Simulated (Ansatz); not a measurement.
**F₂H₂OSeZr: how energies converge with the basis set**

An exercise on one series of results from a longer session: the logs are not shown, and one member is left open.

Program: Ansatz 0.2.0, Gaussian basis. Level of theory: one geometry, several basis sets. These are calculated values, not measurements.

Plan: PBE0-D4/def2-SVP; ωB97M-V/def2-SVP; PBE0-D4/def2-QZVPP; ωB97M-V/def2-QZVPP; the functionals' def2-TZVPP values are taken from earlier runs.

**The geometry**

An earlier PBE0-D4 in a triple-zeta def2 set relaxation fixed the geometry. Zr takes the def2 core potential; no spin-orbit term is included.

7 atoms, charge 0, spin multiplicity 1.

Atoms are counted from 1 here; the program's logs count them from 0.

Bond lengths: O1–Zr2 1.895 Å, O1–H6 0.954 Å, Zr2–F3 1.899 Å, Zr2–F4 1.899 Å, Zr2–Se5 2.596 Å, Se5–H7 1.472 Å. Angles: Zr2–O1–H6 168.4°, O1–Zr2–F3 111.4°, O1–Zr2–F4 111.5°, O1–Zr2–Se5 107.6°, F3–Zr2–F4 107.0°, F3–Zr2–Se5 109.7°, F4–Zr2–Se5 109.6°, Zr2–Se5–H7 88.2°.

Set-up of the first run:

The input, in.yaml:

```yaml
crystal:
  periodic: [false, false, false]
  atoms:
    - {symbol: O, position_ang: [-1.134425, 0.383613, 0.912794]}
    - {symbol: Zr, position_ang: [0.161587, -0.654824, 0.001068]}
    - {symbol: F, position_ang: [1.341629, -1.513739, 1.215449]}
    - {symbol: F, position_ang: [-0.649466, -2.016742, -1.044023]}
    - {symbol: Se, position_ang: [1.505834, 0.944583, -1.540552]}
    - {symbol: H, position_ang: [-1.835849, 0.738805, 1.452522]}
    - {symbol: H, position_ang: [0.671889, 2.050303, -1.042958]}
basis:
  gaussian: {orbitals: def2-SVP}
hamiltonian: {xc: pbe0, dispersion: d4}
output: {orbitals: {seedname: orbitals}}
```

Launch:

```
$ ansatz run in.yaml --threads 4 --pin off --events-out ev --progress --plain --max-ram 10444MiB
```

Steps of the session up to this table: PBE0-D4 in def2-SVP; ωB97M-V in def2-SVP; PBE0-D4 in def2-QZVPP; ωB97M-V in def2-QZVPP.

One table of the session follows, with a row left open; its other results are not shown here.

| functional | basis | HOMO (eV) |
| --- | --- | --- |
| PBE0-D4 | def2-SVP | -7.20 |
| PBE0-D4 | def2-TZVPP | -7.31 |
| PBE0-D4 | def2-QZVPP | -7.32 |
| ωB97M-V | def2-SVP | -9.27 |
| ωB97M-V | def2-TZVPP | -9.40 |
| ωB97M-V | def2-QZVPP | ? |

**Question.** Estimate the row for ωB97M-V, def2-QZVPP.

The run gave: HOMO (eV): -9.42. In the column «HOMO (eV)» it is the lowest.
